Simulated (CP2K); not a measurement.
Zr3S2 under changes of volume

One of the cells (20.358 Å³/atom); the others are scaled copies at fixed shape and fractional positions:

```
CELL_PARAMETERS angstrom
4.83710 0.00000 0.00000
1.35372 4.64381 0.00000
1.35372 1.01544 4.53143
ATOMIC_POSITIONS crystal
Zr 0.83873 0.50000 0.16127
Zr 0.50000 0.16127 0.83873
Zr 0.16127 0.83873 0.50000
S 0.66502 0.66502 0.66502
S 0.33498 0.33498 0.33498
```

The cell comes from a database or a generator and needn't be the stable form of this composition.

- Program: CP2K 2026.2
- Functional: PBE
- Potentials or basis: POTENTIAL_UZH Zr GTH-PBE-q12, S GTH-PBE-q6; TZVP-MOLOPT-PBE-GTH basis
- Density cutoff: 6123 eV
- k mesh: 6 × 6 × 6
- Occupations: fermi-dirac, width 0.05 eV
- Spin: no spin polarisation

| volume (Å³/atom) | energy over the lowest point (meV/atom) | pressure (GPa) | largest force (eV/Å) |
| --- | --- | --- | --- |
| 19.136 | 29.80 | 8.4 | 0.164 |
| 19.543 | 12.59 | 5.3 | 0.099 |
| 19.950 | 2.91 | 2.4 | 0.041 |
| 20.358 | 0.00 | -0.1 | 0.018 |
| 20.765 | 3.19 | -2.4 | 0.058 |
| 21.172 | ? | ? | ? |
| 21.579 | 25.47 | -6.2 | 0.139 |

Problem. What does the run at 21.172 Å³/atom give?

Solution. Energy over the lowest point 11.86 meV/atom; pressure -4.4 GPa; largest force 0.101 eV/Å.

Worked out: A Birch-Murnaghan fit of order 3 (a polynomial in V^(-2/3)) to the other rows has its minimum at 20.34 Å³/atom with B0 = V·E''(V) = 120 GPa and B' = 4.3 at fixed shape and positions, which overstates the stiffness. It gives 11.86 meV/atom at 21.172 Å³/atom, against the run's 11.86, and -dE/dV = -4.4 GPa, against -4.4.

Energies are extrapolated to zero smearing.

Caveats: the basis of atomic orbitals isn't converged, which shifts pressures, moduli and gaps.
